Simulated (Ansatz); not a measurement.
# C3H9GaGe: ionisation energy by level of theory

How much energy removes an electron from C3H9GaGe at fixed geometry? The cation is run at each level and the neutral's energy taken from earlier runs.

Program: Ansatz 0.2.0, Gaussian basis. Level of theory: unrestricted cation, the program's frozen cores in correlated methods. These are calculated values, not measurements.

The runs, in order: UKS PBE-D4/def2-TZVPP; UKS r2SCAN-D4/def2-TZVPP; UKS PBE0-D4/def2-TZVPP; UKS B3LYP-D4/def2-TZVPP; UKS wB97X-V/def2-TZVPP; UKS wB97M-V/def2-TZVPP; UKS B2PLYP/def2-TZVPP; UHF-CCSD(T)/def2-TZVPP; UHF-MP2/def2-QZVPP; extrapolation to the limit; then −ε(HOMO) from the neutral's earlier runs with LDA (SPW92), PBE-D4, revPBE-D4, BLYP-D4, r2SCAN-D4, B97M-V, PBE0-D4, B3LYP-D4, r2SCANh-D4, r2SCAN0-D4, HSE06-D4, BHLYP-D4, CAM-B3LYP-D4, LC-ωPBE, ωB97X-V, ωB97M-V.

### 1 Structure used throughout

An earlier PBE0-D4/def2-TZVP relaxation fixed the geometry.

SMILES `[GaH2][CH]1C[CH2][GeH2]1`, 14 atoms, charge 0, spin multiplicity 1.

Atoms are counted from 1 here; the program's logs count them from 0.

Bond lengths: Ga1–C2 1.953 Å, Ga1–H6 1.572 Å, Ga1–H7 1.575 Å, C2–C3 1.554 Å, C2–Ge5 1.995 Å, C2–H8 1.091 Å, C3–C4 1.545 Å, C3–H9 1.095 Å, C3–H10 1.094 Å, C4–Ge5 1.969 Å, C4–H11 1.092 Å, C4–H12 1.089 Å, Ge5–H13 1.541 Å, Ge5–H14 1.546 Å. Angles: C2–Ga1–H6 120.0°, C2–Ga1–H7 119.6°, H6–Ga1–H7 120.3°, Ga1–C2–C3 118.5°, Ga1–C2–Ge5 108.4°, Ga1–C2–H8 110.5°, C3–C2–Ge5 87.4°, C3–C2–H8 115.6°, Ge5–C2–H8 114.4°, C2–C3–C4 102.9°, C2–C3–H9 114.7°, C2–C3–H10 109.6°, C4–C3–H9 113.4°, C4–C3–H10 109.5°, H9–C3–H10 106.7°, C3–C4–Ge5 88.5°, C3–C4–H11 111.9°, C3–C4–H12 116.2° and more.

### 2 Cation, UKS PBE-D4/def2-TZVPP

Contents of in.yaml:

```yaml
crystal:
  periodic: [false, false, false]
  atoms:
    - {symbol: Ga, position_ang: [-1.573250, 0.163810, 1.536935]}
    - {symbol: C, position_ang: [0.182456, 0.528016, 0.763371]}
    - {symbol: C, position_ang: [1.056095, -0.673770, 0.309030]}
    - {symbol: C, position_ang: [0.617425, -0.884865, -1.157615]}
    - {symbol: Ge, position_ang: [-0.057209, 0.965291, -1.167968]}
    - {symbol: H, position_ang: [-2.355386, 1.305220, 2.282124]}
    - {symbol: H, position_ang: [-2.230987, -1.254215, 1.341315]}
    - {symbol: H, position_ang: [0.701333, 1.296276, 1.338643]}
    - {symbol: H, position_ang: [0.954611, -1.572498, 0.926457]}
    - {symbol: H, position_ang: [2.112989, -0.391193, 0.336889]}
    - {symbol: H, position_ang: [-0.221947, -1.579273, -1.235399]}
    - {symbol: H, position_ang: [1.396155, -1.194786, -1.852301]}
    - {symbol: H, position_ang: [0.894879, 2.050808, -1.707444]}
    - {symbol: H, position_ang: [-1.477173, 1.241159, -1.714058]}
basis:
  gaussian: {orbitals: def2-TZVPP}
total_charge: 1
magnetization: {spin_polarized: true, initial_magnetization: 1}
hamiltonian: {xc: pbe, dispersion: d4}
```

Command:

```console
$ ansatz run in.yaml --threads 2 --pin off --events-out ev --progress --plain --max-ram 22528MiB --backend cuda --devices 0, --max-vram 18GiB
```

After this run come: Cation, UKS r2SCAN-D4/def2-TZVPP; Cation, UKS PBE0-D4/def2-TZVPP; Cation, UKS B3LYP-D4/def2-TZVPP; Cation, UKS wB97X-V/def2-TZVPP; Cation, UKS wB97M-V/def2-TZVPP; Cation, UKS B2PLYP (frozen core)/def2-TZVPP; Cation, UHF-CCSD(T)/def2-TZVPP; Cation, UHF-MP2/def2-QZVPP.

Q: Predict the results of all the runs planned. Wanted: ionisation energy, CCSD(T)/CBS; nearest functional by difference; nearest −ε(HOMO); −ε(HOMO) of PBE; T1 of the cation.

As calculated:

| quantity | value |
| --- | --- |
| ionisation energy, CCSD(T)/CBS | 9.31 eV |
| nearest functional by difference | ωB97M-V (-0.19 eV) |
| nearest −ε(HOMO) | ωB97M-V (+0.04 eV) |
| −ε(HOMO) of PBE | 6.11 eV |
| T1 of the cation | 0.018 |

By cation minus neutral, the functionals miss by 0.48 eV at most. −ε(HOMO) of PBE misses by 3.2 eV, since self-interaction lifts the level. Among orbital estimates ωB97M-V comes nearest. Hartree-Fock falls 1.17 eV short, as the neutral has more correlation energy than the cation. Correlated methods include outer-core shells of Ga, Ge, which these sets cover unevenly. With outer-core shells in play the reference is unsure by up to some tenths of an eV, so close misses can't be ranked.
